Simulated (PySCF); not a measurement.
# C2H5BS (SMILES B1CSC1): B2PLYP/ANO-RCC-MB (sfX2C)

What is the vertical singlet–triplet gap of C2H5BS at B2PLYP/ANO-RCC-MB (sfX2C)? 

The results are computed with PySCF 2.14.0.

### 1 The system as given

The species is C2H5BS (9 atoms), meant as a singlet with charge 0. As SMILES, `B1CSC1`. The shape is that of a PBE0-D4/def2-TZVP optimisation.

Bond lengths: B1–C2 1.570 Å, C2–S3 1.830 Å, B1–C4 1.570 Å, S3–C4 1.830 Å, B1–H5 1.198 Å, C2–H6 1.094 Å, C2–H7 1.094 Å, C4–H8 1.094 Å, C4–H9 1.094 Å. Some angles: B1–C2–S3 89.3°, C2–B1–C4 99.5°, C2–S3–C4 81.8°, B1–C4–S3 89.3°, B1–C2–H6 115.6°, B1–C2–H7 115.7°, S3–C2–H6 114.0°, S3–C2–H7 113.9°, C2–B1–H5 130.2°, C4–B1–H5 130.2°.

### 2 The energy at B2PLYP/ANO-RCC-MB (sfX2C)

job.py

```python
from pyscf import gto, dft, mp

molecule = gto.Mole()
molecule.atom = '''
B   -0.398100   0.508200  -0.454700
C    1.130600   0.463000  -0.098000
S    0.830800  -1.041600   0.900400
C   -0.888400  -0.752900   0.342500
H   -1.010100   1.276100  -1.140200
H    1.809600   0.309100  -0.942300
H    1.507700   1.311400   0.481300
H   -1.302200  -1.564800  -0.263400
H   -1.591400  -0.554900   1.157400
'''
molecule.basis = 'ano-rcc-mb'
molecule.charge = 0
molecule.max_memory = 1860
molecule.spin = 0
molecule.verbose = 3
molecule.build()

myscf = dft.RKS(molecule)
myscf.xc = '0.53*HF + 0.47*B88, 0.73*LYP'
myscf = myscf.x2c()
myscf.grids.level = 4
myscf.conv_tol = 1e-10
myscf.kernel()
if not myscf.converged:
    myscf = myscf.newton().run(myscf.mo_coeff, myscf.mo_occ)

pt = mp.MP2(myscf, frozen=8).run()
etot = myscf.e_tot + 0.27 * pt.e_corr
print('PT2 part  %.8f' % (0.27 * pt.e_corr))
print('Final energy', etot)
```

Launch:

```sh
$ OMP_NUM_THREADS=1 python job.py
```

The program printed:

```text
converged SCF energy = -502.766333382898
E(RMP2) = -502.961698463188  E_corr = -0.195365080290061
E(SCS-RMP2) = -502.976868743893  E_corr = -0.210535360994918
PT2 part  -0.05274857
Final energy -502.81908195457663
```

Run time: 7.5 s. Hardware: 1 thread of Arm Neoverse V2, shared host; peak memory 0.25 GiB.

### 3 The triplet at the same level

calc.py

```python
from pyscf import gto, dft, mp

mol = gto.M(
    atom=[
    ('B', (-0.398100, 0.508200, -0.454700)),
    ('C', (1.130600, 0.463000, -0.098000)),
    ('S', (0.830800, -1.041600, 0.900400)),
    ('C', (-0.888400, -0.752900, 0.342500)),
    ('H', (-1.010100, 1.276100, -1.140200)),
    ('H', (1.809600, 0.309100, -0.942300)),
    ('H', (1.507700, 1.311400, 0.481300)),
    ('H', (-1.302200, -1.564800, -0.263400)),
    ('H', (-1.591400, -0.554900, 1.157400)),
],
    charge=0,
    spin=2,
    verbose=3,
    max_memory=1860,
    basis='ano-rcc-mb',
)

mf = dft.UKS(mol)
mf.xc = '0.53*HF + 0.47*B88, 0.73*LYP'
mf = mf.x2c()
mf.conv_tol = 1e-10
mf.grids.level = 4
mf.kernel()
if not mf.converged:
    mf = mf.newton().run(mf.mo_coeff, mf.mo_occ)

pt = mp.MP2(mf, frozen=8).run()
e_tot = mf.e_tot + 0.27 * pt.e_corr
print('PT2 part  %.8f' % (0.27 * pt.e_corr))
print('Final energy', e_tot)
```

Launch:

```sh
$ OMP_NUM_THREADS=1 python calc.py
```

The program printed:

```text
WARN: HOMO -0.0440132357863416 >= LUMO -0.259353894736633

WARN: HOMO -0.0961263778117309 >= LUMO -0.243313170552444

WARN: HOMO -0.152608568268551 >= LUMO -0.192222583383493

WARN: HOMO -0.150607423693158 >= LUMO -0.195926597687302

WARN: HOMO -0.151112601219893 >= LUMO -0.194719567330185

WARN: HOMO -0.150746903755764 >= LUMO -0.193615804925764

WARN: HOMO -0.151039652498152 >= LUMO -0.193767947390961

WARN: HOMO -0.150986147723294 >= LUMO -0.193707972561029

WARN: HOMO -0.150992712260639 >= LUMO -0.193730318107583

WARN: HOMO -0.150993125969035 >= LUMO -0.193728090947275

WARN: HOMO -0.150993058211606 >= LUMO -0.193726849139578

WARN: HOMO -0.150991914641141 >= LUMO -0.193727345493837

WARN: HOMO -0.150991992307516 >= LUMO -0.193727157568511

WARN: HOMO -0.150991987727113 >= LUMO -0.193727647041902

WARN: HOMO -0.150992132426534 >= LUMO -0.193727498867683

converged SCF energy = -502.613010268287  <S^2> = 2.0111504  2S+1 = 3.0074244
E(UMP2) = -502.797671634346  E_corr = -0.184661366058998
E(SCS-UMP2) = -502.810837023584  E_corr = -0.197826755296813
PT2 part  -0.04985857
Final energy -502.6628688371229
```

Wall time 13 s (1 thread of Arm Neoverse V2, shared host); peak memory 0.26 GiB.

### 4 What came out

Level: B2PLYP/ANO-RCC-MB (sfX2C), 8 core orbitals frozen.

```
                                                         quantity          value
                                            singlet: total energy  -502.81908 Eh
                                singlet: dipole moment (SCF part)         1.55 D
                       singlet: HOMO energy (SCF part's orbitals)       -8.23 eV
                       singlet: LUMO energy (SCF part's orbitals)       -0.94 eV
                     singlet: HOMO–LUMO gap (SCF part's orbitals)        7.30 eV
                                            triplet: total energy  -502.66287 Eh
                                triplet: dipole moment (SCF part)         4.19 D
triplet: HOMO energy (SCF part's orbitals) (highest over α and β)       -4.11 eV
                                                    triplet: ⟨S²⟩          2.011
                 vertical energy of the triplet above the singlet       4.251 eV
```

In words: At this shape the triplet lies 4.25 eV (410 kJ/mol) above the singlet. In a minimal basis such a difference can be off by several eV, whatever the method. Mulliken charges (singlet) run from -0.57 on C4 to +0.29 on B1; they depend strongly on the basis. Mulliken charges (triplet) run from -0.53 on C2 to +0.42 on S3.
